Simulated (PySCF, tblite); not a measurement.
# thiophene-2-boronic acid (C₄H₅BO₂S): dynamics, then NMR shifts on frames

How do NMR shifts of thiophene-2-boronic acid (C₄H₅BO₂S) (`OB(O)c1cccs1`) change as the atoms move?

The runs use tblite 0.8.0 and PySCF 2.14.0, with density-fitted response routines of our own; the level of theory stands in each step. All values are computed, except where a source is named. Atoms count from 0, in the outputs and in this text.

## (1) The starting structure

13 atoms, charge 0, multiplicity 1; geometry from: GFN2-xTB.

Bonds of the start (Å): O0–B1 1.36, B1–O2 1.35, B1–C3 1.56, C3–C4 1.37, C4–C5 1.41, C5–C6 1.36, C6–S7 1.72, S7–C3 1.74, O0–H8 0.96, O2–H9 0.96, C4–H10 1.07, C5–H11 1.08, C6–H12 1.07.

## (2) A short Langevin run with GFN2-xTB

Job settings and geometry (Å):

```
{"job": {"kind": "md", "xc": "GFN2-xTB", "basis": "xTB", "temperature": 600, "steps": 2000, "every": 50, "frames": 5}, "charge": 0, "multiplicity": 1}
O     -2.489740     0.730205    -0.971850
B     -1.730294     0.037066    -0.079993
O     -2.356489    -0.712595     0.852285
C     -0.168359     0.060807    -0.074939
C      0.689825    -0.601483     0.758890
C      2.053184    -0.365008     0.490576
C      2.235644     0.485019    -0.552828
S      0.744776     1.004817    -1.222772
H     -2.018268     1.251393    -1.619796
H     -3.311887    -0.681083     0.786154
H      0.332926    -1.241876     1.544819
H      2.859978    -0.808550     1.046509
H      3.154316     0.841774    -0.974782
```

Level: GFN2-xTB Langevin dynamics, gas phase.

Started as:

```bash
> OMP_NUM_THREADS=1 python probes_run.py task.json out
```

This one command runs all jobs of the session in turn.

The program printed:

```text
t/fs     T/K      E/eV
    0.0   500.1   -647.37649
   25.0   386.8   -646.96120
   50.0   372.9   -646.78677
   75.0   502.8   -646.84433
  100.0   349.0   -646.62015
  125.0   409.7   -646.78817
  150.0   470.3   -646.73592
  175.0   472.6   -646.83211
  200.0   534.3   -646.67607
  225.0   496.7   -646.79895
  250.0   431.5   -646.84028
  275.0   463.0   -646.94771
  300.0   584.7   -646.97254
  325.0   580.8   -646.76360
  350.0   665.9   -646.79633
  375.0   646.0   -646.75711
  400.0   558.0   -646.62823
  425.0   496.8   -646.51719
  450.0   631.6   -646.58101
  475.0   553.2   -646.50754
  500.0   348.6   -646.58889
  525.0   486.5   -646.78358
  550.0   419.3   -646.73438
  575.0   428.2   -646.52157
  600.0   543.5   -646.44137
  625.0   672.7   -646.43485
  650.0   651.9   -646.26287
  675.0   840.2   -646.59699
  700.0   549.3   -646.54596
  725.0   531.7   -646.51201
  750.0   538.8   -646.68331
  775.0   647.7   -646.46543
  800.0   533.1   -646.63266
  825.0   410.2   -646.61559
  850.0   340.2   -646.69202
  875.0   483.8   -646.57048
  900.0   585.7   -646.67667
  925.0   646.4   -646.90773
  950.0   446.4   -646.53974
  975.0   624.9   -646.79524
 1000.0   462.0   -646.23742
```

Run time: 12 s. Hardware: 1 thread of Arm Neoverse V1, shared host; peak memory 0.18 GiB.

Distance from the start (root mean square after alignment): 0 fs 0.00 Å, 200 fs 0.14 Å, 400 fs 0.15 Å, 600 fs 0.17 Å, 800 fs 0.17 Å, 1000 fs 0.41 Å.

Positions (Å) and forces (eV/Å) at 1000 fs:

```xyz
13

O    -3.713   -1.454    1.806    1.883    0.942    0.875
B    -2.375   -0.974    1.819   -0.443   -0.610    1.452
O    -1.768   -0.407    3.001    0.066   -1.283   -4.019
C    -1.442   -0.975    0.566   -1.385    0.104    1.197
C    -0.815    0.229    0.432    1.152   -0.500   -0.007
C    -0.165    0.337   -0.809    1.751   -0.066    0.575
C    -0.224   -0.871   -1.474    0.313    2.204   -2.802
S    -1.329   -1.935   -0.855   -1.012   -1.084    1.035
H    -3.989   -1.961    1.053    0.080   -0.032   -0.341
H    -2.376   -0.294    3.669   -1.745    0.254    2.017
H    -0.599    0.753    1.347   -0.308    0.633   -0.417
H     0.611    1.118   -0.923   -0.853   -0.565   -0.553
H    -0.058   -0.985   -2.566    0.501    0.003    0.989
```

## (3) Nuclear shieldings: 250 fs, PBE0/pcSseg-1

Job settings and geometry (Å):

```
{"job": {"kind": "nmr", "xc": "PBE0", "basis": "pcSseg-1", "pop": false}, "charge": 0, "multiplicity": 1}
O     -2.962300     0.666200    -0.585100
B     -2.118100     0.005600     0.229500
O     -2.687900    -0.675500     1.219200
C     -0.551700    -0.107000     0.101800
C      0.321000    -0.781400     0.980500
C      1.632300    -0.737200     0.507400
C      1.738700    -0.173800    -0.756700
S      0.222700     0.278400    -1.410700
H     -2.594100     0.826500    -1.443500
H     -3.646400    -0.400400     1.244700
H     -0.036500    -1.295400     1.889500
H      2.466700    -1.049000     1.026400
H      2.582700     0.258300    -1.301800
```

Method: GIAO PBE0/pcSseg-1 NMR shielding, non-relativistic, gas phase.

The program printed:

```text
coarse grid: 12328 points
cycle   1  E = -728.2362156225  dE =  1.484e+00  |g| = 8.792e-01  |ddm| = 3.540e+00
cycle   2  E = -728.0905206448  dE =  1.457e-01  |g| = 1.242e+00  |ddm| = 1.491e+00
cycle   3  E = -728.3789307906  dE = -2.884e-01  |g| = 1.058e-01  |ddm| = 9.784e-01
cycle   4  E = -728.3809174216  dE = -1.987e-03  |g| = 6.468e-02  |ddm| = 1.696e-01
cycle   5  E = -728.3819414885  dE = -1.024e-03  |g| = 1.373e-02  |ddm| = 6.775e-02
cycle   6  E = -728.3819827056  dE = -4.122e-05  |g| = 4.655e-03  |ddm| = 1.629e-02
cycle   7  E = -728.3819873694  dE = -4.664e-06  |g| = 1.900e-03  |ddm| = 5.769e-03
final grid: 117064 points
cycle   8  E = -728.4500525666  dE = -3.071e-05  |g| = 1.158e-02  |ddm| = 2.820e-02
cycle   9  E = -728.4500013222  dE =  5.124e-05  |g| = 1.849e-02  |ddm| = 2.592e-02
cycle  10  E = -728.4500822849  dE = -8.096e-05  |g| = 1.872e-03  |ddm| = 1.784e-02
cycle  11  E = -728.4500831987  dE = -9.137e-07  |g| = 4.465e-04  |ddm| = 2.092e-03
cycle  12  E = -728.4500832483  dE = -4.966e-08  |g| = 1.095e-04  |ddm| = 5.588e-04
cycle  13  E = -728.4500832507  dE = -2.314e-09  |g| = 6.661e-05  |ddm| = 1.885e-04
cycle  14  E = -728.4500832518  dE = -1.108e-09  |g| = 1.211e-05  |ddm| = 6.578e-05
cycle  15  E = -728.4500832518  dE = -3.911e-11  |g| = 3.347e-06  |ddm| = 1.361e-05
converged SCF energy = -728.4500832518

GIAO shielding tensors (ppm)
atom      isotropic    diamagn.    paramagn.     s11        s22        s33       span
  0 O      234.921     387.216    -152.295    149.470    267.114    288.179    138.708
  1 B       76.627     192.799    -116.171     62.076     75.701     92.104     30.028
  2 O      203.859     385.086    -181.226    113.034    233.239    265.305    152.271
  3 C       30.929     262.200    -231.272    -32.804     -5.490    131.080    163.884
  4 C       38.956     252.028    -213.073    -56.915     24.584    149.198    206.112
  5 C       52.717     252.926    -200.209    -28.391     31.791    154.751    183.142
  6 C       42.946     261.342    -218.395    -43.750     29.548    143.041    186.790
  7 S      248.870    1059.444    -810.574     27.287    218.012    501.312    474.025
  8 H       28.219      33.131      -4.911     19.714     26.905     38.039     18.326
  9 H       26.518      26.752      -0.234     20.251     24.137     35.165     14.914
 10 H       22.759      30.747      -7.989     19.460     22.230     26.587      7.126
 11 H       24.914      31.990      -7.075     22.027     24.907     27.809      5.781
 12 H       23.653      30.373      -6.719     20.100     22.648     28.213      8.113
```

Wall time 22 s (1 thread of Arm Neoverse V1, shared host); peak memory 0.75 GiB.

The references, computed at this level on geometries of the same kind, shield at (ppm): ¹H TMS 31.72, ¹³C TMS 186.9, ¹⁷O H2O 336.1, ¹¹B BF3·OEt2 100.1, ³³S CS2 504. Their shielding less the atom's gives the shift. The references are single molecules in the gas phase, so shifts against H2O, NH3, PH3, H3PO4 or CFCl3 are not on the usual liquid scales and can be off by tens of ppm. Each atom is listed at this fixed geometry, with no averaging over motion; a spectrum would average atoms that exchange fast.

```csv
atoms,environment,σ (ppm),δ (ppm)
C3,substituted aromatic carbon next to the ring sulfur,30.9,156.0
C4,aromatic CH,39.0,148.0
C6,aromatic CH next to the ring sulfur,42.9,144.0
C5,aromatic CH,52.7,134.2
H10,hydrogen on an aromatic CH,22.76,8.96
H12,hydrogen on an aromatic CH next to the ring sulfur,23.65,8.06
H11,hydrogen on an aromatic CH,24.91,6.80
H9,hydrogen on an oxygen bonded to B,26.52,5.20
H8,hydrogen on an oxygen bonded to B,28.22,3.50
O2,"oxygen bonded to B, H",203.9,132.2
O0,"oxygen bonded to B, H",234.9,101.2
B1,"boron bonded to C, 2 O",76.6,23.4
S7,aromatic ring sulfur,249,255
```

Ring of atoms C3, C4, C5, C6, S7: NICS(0) -12.1, NICS(1) -11.7, NICS(1)zz -27.9 ppm (means of both faces).

## (4) Nuclear shieldings: 425 fs, PBE0/pcSseg-1

Job settings and geometry (Å):

```
{"job": {"kind": "nmr", "xc": "PBE0", "basis": "pcSseg-1", "pop": false}, "charge": 0, "multiplicity": 1}
O     -3.491600    -0.101200    -0.229200
B     -2.466800    -0.149500     0.669200
O     -2.664400    -0.005000     2.080400
C     -0.983600    -0.408400     0.342100
C      0.055400    -0.800900     1.155200
C      1.253900    -1.077600     0.550700
C      1.070400    -1.052500    -0.777200
S     -0.575700    -0.782000    -1.304900
H     -3.346300    -0.025700    -1.119700
H     -3.574100     0.318400     2.096800
H     -0.008200    -0.767300     2.312900
H      2.281200    -1.089200     1.012000
H      1.897400    -1.195700    -1.465400
```

With the program's defaults for keys left out, this is: GIAO PBE0/pcSseg-1 NMR shielding, non-relativistic, gas phase.

The program printed:

```text
coarse grid: 12328 points
cycle   1  E = -728.2244006360  dE =  1.481e+00  |g| = 8.828e-01  |ddm| = 3.547e+00
cycle   2  E = -728.0676249210  dE =  1.568e-01  |g| = 1.267e+00  |ddm| = 1.519e+00
cycle   3  E = -728.3670014601  dE = -2.994e-01  |g| = 1.209e-01  |ddm| = 9.988e-01
cycle   4  E = -728.3697179257  dE = -2.716e-03  |g| = 6.022e-02  |ddm| = 1.621e-01
cycle   5  E = -728.3704674394  dE = -7.495e-04  |g| = 1.405e-02  |ddm| = 5.702e-02
cycle   6  E = -728.3705080588  dE = -4.062e-05  |g| = 5.392e-03  |ddm| = 1.651e-02
cycle   7  E = -728.3705150570  dE = -6.998e-06  |g| = 1.811e-03  |ddm| = 7.263e-03
final grid: 117064 points
cycle   8  E = -728.4369470139  dE = -1.684e-05  |g| = 1.124e-02  |ddm| = 3.041e-02
cycle   9  E = -728.4368885309  dE =  5.848e-05  |g| = 1.864e-02  |ddm| = 2.866e-02
cycle  10  E = -728.4369766006  dE = -8.807e-05  |g| = 1.840e-03  |ddm| = 2.015e-02
cycle  11  E = -728.4369774629  dE = -8.624e-07  |g| = 3.942e-04  |ddm| = 2.067e-03
cycle  12  E = -728.4369774969  dE = -3.390e-08  |g| = 1.001e-04  |ddm| = 4.208e-04
cycle  13  E = -728.4369774986  dE = -1.761e-09  |g| = 5.877e-05  |ddm| = 1.466e-04
cycle  14  E = -728.4369774995  dE = -9.093e-10  |g| = 9.871e-06  |ddm| = 6.229e-05
converged SCF energy = -728.4369774995

GIAO shielding tensors (ppm)
atom      isotropic    diamagn.    paramagn.     s11        s22        s33       span
  0 O      240.548     384.133    -143.585    136.969    285.858    298.816    161.848
  1 B       72.588     197.916    -125.328     62.103     66.381     89.280     27.177
  2 O      220.829     384.195    -163.366    103.121    271.740    287.627    184.505
  3 C       46.995     260.155    -213.160    -16.076     14.913    142.147    158.223
  4 C       41.195     254.012    -212.816    -38.530     20.887    141.229    179.758
  5 C       53.329     258.917    -205.587    -40.656     50.983    149.661    190.317
  6 C       33.967     259.631    -225.664    -53.014     25.516    129.398    182.412
  7 S      268.802    1059.127    -790.324     66.795    268.397    471.216    404.420
  8 H       28.454      35.430      -6.977     20.536     26.372     38.453     17.916
  9 H       28.069      26.031       2.037     21.009     25.336     37.860     16.851
 10 H       22.831      29.473      -6.642     18.376     23.994     26.122      7.746
 11 H       23.341      30.214      -6.872     20.505     23.460     26.060      5.555
 12 H       24.078      30.992      -6.915     20.834     24.475     26.923      6.090
```

It took 19 s on 1 thread of Arm Neoverse V1, shared host; peak memory 0.77 GiB.

This run: δ C6 153.0, C4 145.7, C3 139.9, C5 133.6, H10 8.89, H11 8.38 ppm.

[end of part 1 of 2]
